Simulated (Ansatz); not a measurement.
# BGeP (triplet): the correlation ladder at a displaced geometry (v2), cc-pVDZ

How much of the correlation energy of BGeP (triplet) does each wave-function method recover here?

The runs use Ansatz 0.2.0, Gaussian basis; cc-pVDZ, core rule «outside noble gas», up to 20 orbitals frozen.

Plan: UHF; CCSD(T) on ROHF; CCSD(T) on UHF; BCCD(T) on ROHF; CISD; CCSDT(Q) on ROHF; CCSDT(Q) on UHF.

32 further runs of the same task are left out: 3 for a known fault of the program, 12 that didn't finish, 17 set aside as unsound or not needed.

**1. What is computed**

The geometry is a PBE0/def2-TZVP stationary point (not a proven minimum) with its atoms shifted at random (size 0.100 Å). No spin-orbit coupling is included. The filled d shell of Ge may be among the frozen orbitals whatever the setting's name suggests; the logs give the count.

3 atoms, charge 0, spin multiplicity 3.

Atoms are counted from 1 here; the program's logs count them from 0.

Bond lengths: B1–Ge2 2.202 Å, B1–P3 1.766 Å, Ge2–P3 2.243 Å. Angles: Ge2–B1–P3 67.8°, B1–Ge2–P3 46.8°, B1–P3–Ge2 65.4°.

Coordinates:

```xyz
3
charge 0, multiplicity 3
B     0.1286   -1.3556   -0.9135
Ge   -0.0363    0.0655    0.7610
P     0.0403    0.3195   -1.4660
```

**2. UHF**

Contents of in.yaml:

```yaml
crystal:
  periodic: [false, false, false]
  atoms:
    - {symbol: B, position_ang: [0.128556, -1.355620, -0.913468]}
    - {symbol: Ge, position_ang: [-0.036318, 0.065518, 0.761049]}
    - {symbol: P, position_ang: [0.040302, 0.319508, -1.465987]}
basis:
  gaussian: {orbitals: cc-pVDZ}
magnetization: {spin_polarized: true, initial_magnetization: 2}
hamiltonian: {xc: hf}
output: {orbitals: {seedname: orbitals}}
```

Run with:

```
$ ansatz run in.yaml --threads 1 --pin off --events-out ev --progress --plain --max-ram 2393MiB
```

The runs that follow: CCSD(T) on ROHF; CCSD(T) on UHF; BCCD(T) on ROHF; CISD; CCSDT(Q) on ROHF; CCSDT(Q) on UHF.

**Question.** What will the summary of the whole plan be? Wanted: UCCSDT(Q) below the RHF energy; RMP2 from UCCSDT(Q); UMP2 from UCCSDT(Q); RCCSD from UCCSDT(Q); RCCSD(T) from UCCSDT(Q); UCCSD(T) from UCCSDT(Q); RCCSDT(Q) from UCCSDT(Q); T1 diagnostic.

As calculated:

```
                         quantity          value
   UCCSDT(Q) below the RHF energy     -7.8579 eV
              RMP2 from UCCSDT(Q)  +115.1 kJ/mol
              UMP2 from UCCSDT(Q)  +124.4 kJ/mol
             RCCSD from UCCSDT(Q)   +51.5 kJ/mol
          RCCSD(T) from UCCSDT(Q)    +7.7 kJ/mol
          UCCSD(T) from UCCSDT(Q)    +8.3 kJ/mol
         RCCSDT(Q) from UCCSDT(Q)    +0.6 kJ/mol
levels within 1 kcal/mol (43 meV)      RCCSDT(Q)
                    T1 diagnostic          0.034
```

RCCSD(T) lands +7.7 kJ/mol from the yardstick (1.0 % of the correlation energy). These misses are within one basis, not against nature; the frozen cores of restricted and unrestricted runs differ, which can shift their rows.
